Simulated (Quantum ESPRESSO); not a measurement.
W:

```xyz
1
Lattice="-1.5825 1.5825 1.5825 1.5825 -1.5825 1.5825 1.5825 1.5825 -1.5825" Properties=species:S:1:pos:R:3 pbc="T T T"
W     0.0000    0.0000    0.0000
```

```yaml
Program: Quantum ESPRESSO 7.5
Task: phonons and electron-phonon coupling
Functional: PBE
Potentials_or_basis: GBRV 1.5 PBE
Cutoff: 762 eV
Density_cutoff: 6095 eV
k_mesh: 12 × 12 × 12
Occupations: methfessel-paxton, width 0.272 eV
Spin: no spin polarisation
Mixing_beta: 0.5
Most_SCF_iterations: 120
SCF_threshold: 2e-10 Ry
q_mesh: 4 × 4 × 4
```

Levels for the coupling come from a 36 × 36 × 36 mesh; ten broadenings of the double delta from 0.07 to 0.68 eV; Tc from the McMillan formula in the Allen-Dynes form.

Q: How strong is the electron-phonon coupling, and what superconducting temperature follows?

A: Over broadenings from 0.27 to 0.54 eV, λ lies between 0.30 and 0.31 and ω_log near 224 K, which gives Tc from 0.1 to 0.1 K at μ* = 0.10 and from 0.0 to 0.0 K at μ* = 0.13.

Electron-phonon coupling by broadening of the double delta (levels on a 36 × 36 × 36 mesh):
```
broadening (eV)     λ  N(E_F) (states/eV a spin and cell)  ω_log (K)  Tc, μ* 0.10 (K)  Tc, μ* 0.13 (K)
           0.07  0.46                               0.207        220              1.9              1.1
           0.14  0.37                               0.232        225              0.6              0.2
           0.20  0.33                               0.235        225              0.2              0.1
           0.27  0.31                               0.234        224              0.1              0.0
           0.34  0.30                               0.234        224              0.1              0.0
           0.41  0.30                               0.235        224              0.1              0.0
           0.48  0.30                               0.237        225              0.1              0.0
           0.54  0.30                               0.239        225              0.1              0.0
           0.61  0.31                               0.242        225              0.1              0.0
           0.68  0.31                               0.245        225              0.2              0.0
```

The same from a weighted sum over the computed q points, without interpolation:
| broadening (eV) | λ | ω_log (K) | Tc, μ* 0.10 (K) | Tc, μ* 0.13 (K) |
| --- | --- | --- | --- | --- |
| 0.07 | 0.48 | 212 | 2.2 | 1.3 |
| 0.14 | 0.39 | 214 | 0.8 | 0.3 |
| 0.20 | 0.34 | 216 | 0.3 | 0.1 |
| 0.27 | 0.32 | 216 | 0.2 | 0.0 |
| 0.34 | 0.31 | 217 | 0.2 | 0.0 |
| 0.41 | 0.31 | 218 | 0.2 | 0.0 |
| 0.48 | 0.31 | 219 | 0.2 | 0.0 |
| 0.54 | 0.31 | 220 | 0.2 | 0.0 |
| 0.61 | 0.32 | 221 | 0.2 | 0.0 |
| 0.68 | 0.32 | 222 | 0.2 | 0.0 |

Eliashberg function at a broadening of 0.27 eV:
| cm⁻¹ | α²F |
| --- | --- |
| 6 | 0.000 |
| 17 | 0.000 |
| 29 | 0.000 |
| 41 | -0.001 |
| 52 | -0.001 |
| 64 | -0.001 |
| 75 | -0.001 |
| 87 | 0.001 |
| 98 | 0.010 |
| 110 | 0.031 |
| 122 | 0.117 |
| 133 | 0.347 |
| 145 | 0.341 |
| 156 | 0.320 |
| 168 | 0.263 |
| 179 | 0.197 |
| 191 | 0.114 |
| 203 | 0.164 |
| 214 | 0.184 |
| 226 | 0.013 |

The smallest broadenings aren't converged on these meshes, and μ* is assumed, not computed; spin fluctuations are left out.

Caveat: λ from interpolated matrix elements is rough: modes that symmetry makes equal can differ by tens of percent.
